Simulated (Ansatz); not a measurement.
The system is PPt.

```xyz
4
Lattice="3.7430 0.0000 0.0000 -1.8715 3.2416 0.0000 0.0000 0.0000 6.3537" Properties=species:S:1:pos:R:3 pbc="T T T"
Pt    0.0000    2.1610    2.3630
Pt    1.8715    1.0805    5.5398
P     0.0000    2.1610    0.0197
P     1.8715    1.0805    3.1966
```

The cell comes from a database or a generator and needn't be the stable form of this composition.

```yaml
Program: Ansatz 0.2.0
Task: relaxation of cell and atoms
Functional: PBE
Dispersion: D4
Potentials_or_basis: Ansatz PAW
Cutoff: "420 eV (not typed: the program's choice for these potentials)"
k_mesh: 8 × 8 × 4
Occupations: fermi-dirac, width 0.05 eV
Spin: no spin polarisation
```

At the start: volume 19.27 Å³/atom.

Question: Where does the relaxation end?

Answer: It ends after 6 steps and the volume is 18.55 Å³/atom (-3.7 %); space group P6_3mc (No. 186, to 0.05 Å).

The path:
```tsv
step	energy change (eV)	largest force (eV/Å)	volume (Å³)
1	0.0000	0.1419	77.09
2	-0.0416	0.0820	74.70
3	-0.0553	0.0980	74.24
4	-0.0589	0.0422	74.14
5	-0.0591	0.0012	74.20
6	-0.0583	0.0006	74.20
```

Final structure:
```
Pt P
1.0
     3.61668    0.00000    0.00000
    -1.80834    3.13214    0.00000
     0.00000    0.00000    6.55049
Pt P
2 2
Cartesian
  0.0000 2.0881 2.3935
  1.8083 1.0440 5.6687
  0.0000 2.0881 0.0630
  1.8083 1.0440 3.3382
```

Caveat: the plane-wave basis is chosen anew once the cell has moved, so the energies of steps on either side of that aren't comparable; pairwise dispersion overbinds metals, which lowers pressure and volume.
